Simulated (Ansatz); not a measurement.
**H₃NS₂Si: up Jacob's ladder to CCSD(T)**

One table from this session's results is given with a row withheld; the runs are named, their logs left out.

Program: Ansatz 0.2.0, Gaussian basis. Level of theory: functionals in def2-TZVPP, the program's frozen cores in correlated methods. These are calculated values, not measurements.

The runs, in order: LDA (SPW92), PBE-D4, revPBE-D4, BLYP-D4, r2SCAN-D4, B97M-V, PBE0-D4, B3LYP-D4, r2SCANh-D4, r2SCAN0-D4, HSE06-D4, BHLYP-D4, CAM-B3LYP-D4, LC-ωPBE, ωB97X-V, ωB97M-V, B2PLYP, PBE-QIDH; CCSD(T)/def2-SVP; CCSD(T)/def2-TZVPP; MP2/def2-QZVPP; extrapolation to the limit; RPA on PBE.

**The relaxed structure**

All runs share one geometry, relaxed beforehand with PBE0-D4 in a triple-zeta def2 set.

SMILES `N[SiH]1SS1`, 7 atoms, charge 0, spin multiplicity 1.

Atoms are counted from 1 here; the program's logs count them from 0.

Bond lengths: N1–Si2 1.684 Å, N1–H5 1.005 Å, N1–H6 1.005 Å, Si2–S3 2.096 Å, Si2–S4 2.096 Å, Si2–H7 1.474 Å, S3–S4 2.168 Å. Angles: Si2–N1–H5 122.1°, Si2–N1–H6 123.9°, H5–N1–H6 114.0°, N1–Si2–S3 122.0°, N1–Si2–S4 121.9°, N1–Si2–H7 108.1°, S3–Si2–S4 62.3°, S3–Si2–H7 118.4°, S4–Si2–H7 118.4°, Si2–S3–S4 58.9°, Si2–S4–S3 58.9°.

The first run:

Input file in.yaml:

```yaml
crystal:
  periodic: [false, false, false]
  atoms:
    - {symbol: N, position_ang: [-0.795824, 0.856440, -0.239505]}
    - {symbol: Si, position_ang: [0.511309, -0.187826, -0.047383]}
    - {symbol: S, position_ang: [0.789086, -1.309123, 1.701399]}
    - {symbol: S, position_ang: [0.296139, -2.268268, -0.178829]}
    - {symbol: H, position_ang: [-0.707830, 1.740832, -0.708623]}
    - {symbol: H, position_ang: [-1.722010, 0.664141, 0.101149]}
    - {symbol: H, position_ang: [1.690329, 0.435903, -0.674009]}
basis:
  gaussian: {orbitals: def2-TZVPP}
hamiltonian: {xc: lda}
output: {orbitals: {seedname: orbitals}}
```

Launch:

```bash
ansatz run in.yaml --threads 2 --pin off --events-out ev --progress --plain --max-ram 4352MiB
```

Steps of the session up to this table: LDA; PBE-D4 (GGA); revPBE-D4 (GGA); BLYP-D4 (GGA); r2SCAN-D4 (meta-GGA); B97M-V (meta-GGA); PBE0-D4 (hybrid); B3LYP-D4 (hybrid); r2SCANh-D4 (hybrid); r2SCAN0-D4 (hybrid); HSE06-D4 (hybrid); BHLYP-D4 (hybrid); CAM-B3LYP-D4 (range-separated); LC-ωPBE (range-separated); ωB97X-V (range-separated); ωB97M-V (range-separated); B2PLYP (double hybrid); PBE-QIDH (double hybrid).

One table of the session follows, with a row left open; its other results are not shown here.

| functional | HOMO (eV) | LUMO (eV) | gap (eV) |
| --- | --- | --- | --- |
| LDA (SPW92) | -5.09 | -2.65 | 2.44 |
| PBE-D4 | -4.97 | -2.45 | 2.52 |
| revPBE-D4 | -4.92 | -2.37 | 2.55 |
| BLYP-D4 | -4.79 | -2.30 | 2.49 |
| r2SCAN-D4 | ? | ? | ? |
| B97M-V | -5.30 | -2.21 | 3.08 |
| PBE0-D4 | -6.15 | -1.49 | 4.66 |
| B3LYP-D4 | -5.90 | -1.71 | 4.19 |
| r2SCANh-D4 | -5.64 | -1.96 | 3.68 |
| r2SCAN0-D4 | -6.30 | -1.42 | 4.87 |
| HSE06-D4 | -5.75 | -1.87 | 3.88 |
| BHLYP-D4 | -7.17 | -0.43 | 6.74 |
| CAM-B3LYP-D4 | -7.42 | -0.35 | 7.07 |
| LC-ωPBE | -8.81 | 0.82 | 9.63 |
| ωB97X-V | -8.45 | 0.72 | 9.17 |
| ωB97M-V | -8.27 | 0.61 | 8.88 |

**Question.** Estimate the row for r2SCAN-D4.

Worked estimate for «HOMO (eV)». Against the share of exact exchange, r2SCANh-D4 (0.1, -5.64), r2SCAN0-D4 (0.25, -6.30) give a slope of -4.40 per unit share; at 0 the line stands at -5.20.

**Answer.** HOMO (eV): -5.21; LUMO (eV): -2.32; gap (eV): 2.89. In «HOMO (eV)» the line misses by +0.01.
